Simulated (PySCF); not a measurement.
# Tl2O2F2: forces at shaken geometries

Aim: move all atoms of relaxed Tl2O2F2 at random and read energies and forces. The species was built from a template and needn't be a known compound.

Method: PBE0, Tl def2-SVP with ECP60, O def2-SVP, F def2-SVP; scalar-relativistic core potentials, no spin–orbit coupling; program: PySCF 2.14.0.

2 further runs of the same task are left out: 2 for a known fault of the program.

## 1. Starting geometry

6 atoms, charge 0, spin multiplicity 1.

Bond lengths: Tl1–Tl2 3.113 Å, Tl1–O3 2.026 Å, Tl1–O4 2.217 Å, Tl1–F5 1.997 Å, Tl2–O3 2.217 Å, Tl2–O4 2.026 Å, Tl2–F6 1.997 Å. Angles: Tl2–Tl1–O3 45.2°, Tl2–Tl1–O4 40.4°, Tl2–Tl1–F5 158.1°, O3–Tl1–O4 85.7°, O3–Tl1–F5 156.7°, O4–Tl1–F5 117.6°, Tl1–Tl2–O3 40.4°, Tl1–Tl2–O4 45.2°, Tl1–Tl2–F6 158.1°, O3–Tl2–O4 85.7°, O3–Tl2–F6 117.6°, O4–Tl2–F6 156.7°, Tl1–O3–Tl2 94.3°, Tl1–O4–Tl2 94.3°.

Geometry (Å):

```xyz
6
F2O2Tl2
Tl    0.1885    0.0000    1.5452
Tl   -0.1885    0.0000   -1.5452
O     1.4436    0.0000   -0.0447
O    -1.4436    0.0000    0.0447
F    -0.3278    0.0000    3.4739
F     0.3278    0.0000   -3.4739
```

Formal oxidation states: Tl +3. An earlier session relaxed this geometry at PBE0, Tl def2-SVP with ECP60, O def2-SVP, F def2-SVP (singlet, point group C2h).

Its energy there is -694.433578 Eh.

## 2. Atoms moved at random, σ = 0.03 Å

Input file run.py (the lines that set the calculation):

```python
mol = gto.M(atom='''
Tl     0.18310     0.00896     1.57449
Tl    -0.18383    -0.04075    -1.54065
O      1.44870     0.03577    -0.03517
O     -1.42364     0.00340     0.04355
F     -0.31897    -0.01453     3.43194
F      0.29465     0.00714    -3.47416''',
    basis={'Tl': 'def2-SVP', 'O': 'def2-SVP', 'F': 'def2-SVP'},
    ecp={'Tl': 'def2-SVP'},
    charge=0, spin=0)
mf = dft.RKS(mol, xc='PBE0')
mf.grids.atom_grid = (50, 194)
mf = mf.density_fit()  # fitting sets: Tl def2-universal-JKFIT, O def2-universal-JKFIT, F def2-universal-JKFIT
mf.conv_tol = 1e-08; mf.max_cycle = 55
mf.kernel(dm0)  # dm0: the density of the relaxed state
```

The run is started by

```sh
OMP_NUM_THREADS=2 python run.py
```

The log of the run:

```text
init E= -694.45257089172
  HOMO = -0.283700350573671  LUMO = -0.131945187129141  gap/eV = 4.12947
cycle= 1 E= -694.430211680215  delta_E= 0.0224  |g|= 0.0374  |ddm|= 0.148
  HOMO = -0.275410913163266  LUMO = -0.131452184105022  gap/eV = 3.91732
cycle= 2 E= -694.428422700478  delta_E= 0.00179  |g|= 0.0987  |ddm|= 0.126
  HOMO = -0.281975265552644  LUMO = -0.132985154440551  gap/eV = 4.05423
cycle= 3 E= -694.43048037274  delta_E= -0.00206  |g|= 0.0231  |ddm|= 0.0922
  HOMO = -0.283222118715931  LUMO = -0.133334077004907  gap/eV = 4.07866
cycle= 4 E= -694.430522501927  delta_E= -4.21e-05  |g|= 0.018  |ddm|= 0.0333
  HOMO = -0.282529592841128  LUMO = -0.133168202742706  gap/eV = 4.06433
cycle= 5 E= -694.430593377014  delta_E= -7.09e-05  |g|= 0.0028  |ddm|= 0.0164
  HOMO = -0.282672593719106  LUMO = -0.133165541086107  gap/eV = 4.06829
cycle= 6 E= -694.430594867744  delta_E= -1.49e-06  |g|= 0.000935  |ddm|= 0.00277
  HOMO = -0.282685140283172  LUMO = -0.13316738655034  gap/eV = 4.06859
cycle= 7 E= -694.430595064382  delta_E= -1.97e-07  |g|= 0.000273  |ddm|= 0.00126
  HOMO = -0.28268798473341  LUMO = -0.133169940414295  gap/eV = 4.06859
cycle= 8 E= -694.43059508889  delta_E= -2.45e-08  |g|= 5.75e-05  |ddm|= 0.000534
  HOMO = -0.282683947643645  LUMO = -0.133168345241067  gap/eV = 4.06853
cycle= 9 E= -694.430595090277  delta_E= -1.39e-09  |g|= 2.51e-05  |ddm|= 0.000132
  HOMO = -0.282685330918319  LUMO = -0.133169339544818  gap/eV = 4.06854
Extra cycle  E= -694.430595090081  delta_E= 1.96e-10  |g|= 4.5e-05  |ddm|= 6.19e-05
converged SCF energy = -694.430595090081
```

Wall time 5 s (2 threads of Arm Neoverse V1, shared host).

It gives: E = -694.430595 Eh (+0.081 eV from the relaxed state), HOMO -7.69 eV, LUMO -3.62 eV, Mulliken charge on Tl1 +0.96 e, largest force component 2.347 eV/Å. 

| atom | Fx | Fy | Fz (eV/Å) |
| --- | --- | --- | --- |
| Tl1 | 0.766 | 0.049 | -2.347 |
| Tl2 | 0.174 | 0.181 | 0.068 |
| O3 | -0.287 | -0.073 | 0.296 |
| O4 | -0.195 | -0.083 | 0.214 |
| F5 | -0.506 | -0.011 | 1.859 |
| F6 | 0.047 | -0.063 | -0.090 |

## 3. Atoms moved at random, σ = 0.1 Å

Input file run.py (the lines that set the calculation):

```python
mol = gto.M(atom='''
Tl     0.12555     0.08387     1.52866
Tl    -0.21621    -0.06568    -1.51244
O      1.30276    -0.05072    -0.05502
O     -1.27865    -0.02878    -0.06114
F     -0.33562    -0.03790     3.54599
F      0.40218     0.09921    -3.44605''',
    basis={'Tl': 'def2-SVP', 'O': 'def2-SVP', 'F': 'def2-SVP'},
    ecp={'Tl': 'def2-SVP'},
    charge=0, spin=0)
mf = dft.RKS(mol, xc='PBE0')
mf.grids.atom_grid = (50, 194)
mf = mf.density_fit()  # fitting sets: Tl def2-universal-JKFIT, O def2-universal-JKFIT, F def2-universal-JKFIT
mf.conv_tol = 1e-08; mf.max_cycle = 55
mf.kernel(dm0)  # dm0: the density of the relaxed state
```

The run is started by

```sh
OMP_NUM_THREADS=2 python run.py
```

The log of the run:

```text
init E= -694.498657780525
  HOMO = -0.289544459470822  LUMO = -0.148530644775544  gap/eV = 3.83718
cycle= 1 E= -694.389381035049  delta_E= 0.109  |g|= 0.155  |ddm|= 0.56
  HOMO = -0.261620718860048  LUMO = -0.134176627717977  gap/eV = 3.46793
cycle= 2 E= -694.378462226252  delta_E= 0.0109  |g|= 0.278  |ddm|= 0.393
  HOMO = -0.287551977682857  LUMO = -0.14049893142106  gap/eV = 4.00152
cycle= 3 E= -694.393387025982  delta_E= -0.0149  |g|= 0.0679  |ddm|= 0.282
  HOMO = -0.28554968010743  LUMO = -0.140978582360606  gap/eV = 3.93398
cycle= 4 E= -694.394126823171  delta_E= -0.00074  |g|= 0.0348  |ddm|= 0.0793
  HOMO = -0.282770348911835  LUMO = -0.140228083401279  gap/eV = 3.87877
cycle= 5 E= -694.394343868882  delta_E= -0.000217  |g|= 0.0135  |ddm|= 0.0396
  HOMO = -0.283534511773921  LUMO = -0.140214833586096  gap/eV = 3.89993
cycle= 6 E= -694.394381751859  delta_E= -3.79e-05  |g|= 0.00347  |ddm|= 0.0138
  HOMO = -0.283491340560754  LUMO = -0.140230063079741  gap/eV = 3.89834
cycle= 7 E= -694.394384435087  delta_E= -2.68e-06  |g|= 0.000865  |ddm|= 0.0044
  HOMO = -0.283501100116804  LUMO = -0.140251837198615  gap/eV = 3.89801
cycle= 8 E= -694.394384689922  delta_E= -2.55e-07  |g|= 0.000221  |ddm|= 0.00182
  HOMO = -0.283509294324185  LUMO = -0.14024719835448  gap/eV = 3.89836
cycle= 9 E= -694.394384702641  delta_E= -1.27e-08  |g|= 0.000166  |ddm|= 0.000443
  HOMO = -0.283510401474476  LUMO = -0.140243849543143  gap/eV = 3.89848
cycle= 10 E= -694.394384708657  delta_E= -6.02e-09  |g|= 3.57e-05  |ddm|= 0.000186
  HOMO = -0.283512540480554  LUMO = -0.14024915389226  gap/eV = 3.89840
Extra cycle  E= -694.394384708474  delta_E= 1.83e-10  |g|= 6.19e-05  |ddm|= 0.00011
converged SCF energy = -694.394384708474
```

Wall time 5.1 s (2 threads of Arm Neoverse V1, shared host).

It gives: E = -694.394385 Eh (+1.067 eV from the relaxed state), HOMO -7.71 eV, LUMO -3.82 eV, Mulliken charge on Tl1 +0.98 e, largest force component 7.764 eV/Å. 

```
atom      Fx      Fy  Fz (eV/Å)
 Tl1   0.100  -0.356      2.966
 Tl2   3.324   0.204     -7.764
  O3   2.504   0.102      0.402
  O4  -5.864   0.080      4.810
  F5   0.255   0.224     -1.473
  F6  -0.320  -0.254      1.058
```

## 4. Atoms moved at random, σ = 0.06 Å

Input file run.py (the lines that set the calculation):

```python
mol = gto.M(atom='''
Tl     0.08088    -0.03433     1.54393
Tl    -0.14998    -0.02060    -1.48863
O      1.53472    -0.00724    -0.12626
O     -1.50857     0.02846     0.14021
F     -0.33156     0.03578     3.43007
F      0.37450    -0.00207    -3.49931''',
    basis={'Tl': 'def2-SVP', 'O': 'def2-SVP', 'F': 'def2-SVP'},
    ecp={'Tl': 'def2-SVP'},
    charge=0, spin=0)
mf = dft.RKS(mol, xc='PBE0')
mf.grids.atom_grid = (50, 194)
mf = mf.density_fit()  # fitting sets: Tl def2-universal-JKFIT, O def2-universal-JKFIT, F def2-universal-JKFIT
mf.conv_tol = 1e-08; mf.max_cycle = 55
mf.kernel(dm0)  # dm0: the density of the relaxed state
```

The run is started by

```sh
OMP_NUM_THREADS=2 python run.py
```

The log of the run:

```text
init E= -694.371874230291
  HOMO = -0.312897674724829  LUMO = -0.170992156216325  gap/eV = 3.86145
cycle= 1 E= -694.415514432141  delta_E= -0.0436  |g|= 0.108  |ddm|= 0.473
  HOMO = -0.295109974879488  LUMO = -0.150592644396131  gap/eV = 3.93252
cycle= 2 E= -694.397645704531  delta_E= 0.0179  |g|= 0.305  |ddm|= 0.38
  HOMO = -0.2950747791135  LUMO = -0.150494967639119  gap/eV = 3.93422
cycle= 3 E= -694.416684988792  delta_E= -0.019  |g|= 0.0968  |ddm|= 0.311
  HOMO = -0.291687422298083  LUMO = -0.151062607090008  gap/eV = 3.82660
cycle= 4 E= -694.418382572237  delta_E= -0.0017  |g|= 0.0412  |ddm|= 0.113
  HOMO = -0.295770577336686  LUMO = -0.152711809088309  gap/eV = 3.89283
cycle= 5 E= -694.41873708913  delta_E= -0.000355  |g|= 0.0107  |ddm|= 0.039
  HOMO = -0.294949861684614  LUMO = -0.15248833348852  gap/eV = 3.87658
cycle= 6 E= -694.418760705136  delta_E= -2.36e-05  |g|= 0.00415  |ddm|= 0.0115
  HOMO = -0.294954811350519  LUMO = -0.152382034987589  gap/eV = 3.87960
cycle= 7 E= -694.418766079244  delta_E= -5.37e-06  |g|= 0.000842  |ddm|= 0.00709
  HOMO = -0.294948616786798  LUMO = -0.152422627987267  gap/eV = 3.87833
cycle= 8 E= -694.418766470532  delta_E= -3.91e-07  |g|= 0.000479  |ddm|= 0.00274
  HOMO = -0.294965438838165  LUMO = -0.152437094329098  gap/eV = 3.87839
cycle= 9 E= -694.418766529155  delta_E= -5.86e-08  |g|= 0.000262  |ddm|= 0.000886
  HOMO = -0.294949315258546  LUMO = -0.152427548645857  gap/eV = 3.87821
cycle= 10 E= -694.418766544688  delta_E= -1.55e-08  |g|= 6.27e-05  |ddm|= 0.000368
  HOMO = -0.294946655649813  LUMO = -0.152427307563244  gap/eV = 3.87815
cycle= 11 E= -694.418766545913  delta_E= -1.23e-09  |g|= 9.63e-06  |ddm|= 0.000114
  HOMO = -0.294947348950266  LUMO = -0.152428288928263  gap/eV = 3.87814
Extra cycle  E= -694.418766545847  delta_E= 6.62e-11  |g|= 2.1e-05  |ddm|= 3.55e-05
converged SCF energy = -694.418766545847
```

Run time: 5.1 s. Hardware: 2 threads of Arm Neoverse V1, shared host.

Read off: E = -694.418767 Eh (+0.403 eV from the relaxed state), HOMO -8.03 eV, LUMO -4.15 eV, Mulliken charge on Tl1 +0.94 e, largest force component 2.361 eV/Å. 

```csv
atom,Fx,Fy,Fz (eV/Å)
Tl1,1.717,0.110,-2.361
Tl2,0.253,0.126,-1.005
O3,-1.530,-0.105,1.313
O4,0.329,-0.095,-1.059
F5,-0.280,-0.001,1.947
F6,-0.489,-0.035,1.166
```

## 5. The displacements side by side

| σ (Å) | energy rise (eV) | harmonic estimate −½ F·u (eV) | largest force component (eV/Å) |
| --- | --- | --- | --- |
| 0.03 | 0.081 | 0.084 | 2.35 |
| 0.1 | 1.067 | 1.211 | 7.76 |
| 0.06 | 0.403 | 0.371 | 2.36 |

Every displacement raises the energy. For a harmonic well the rise equals −½ F·u; the two differ by at most 14 % here (a move with σ = 0.1 Å), from anharmonicity, the grid and the small forces left at the relaxed point. These are double-zeta-type bases without diffuse functions. Spin–orbit coupling is left out.
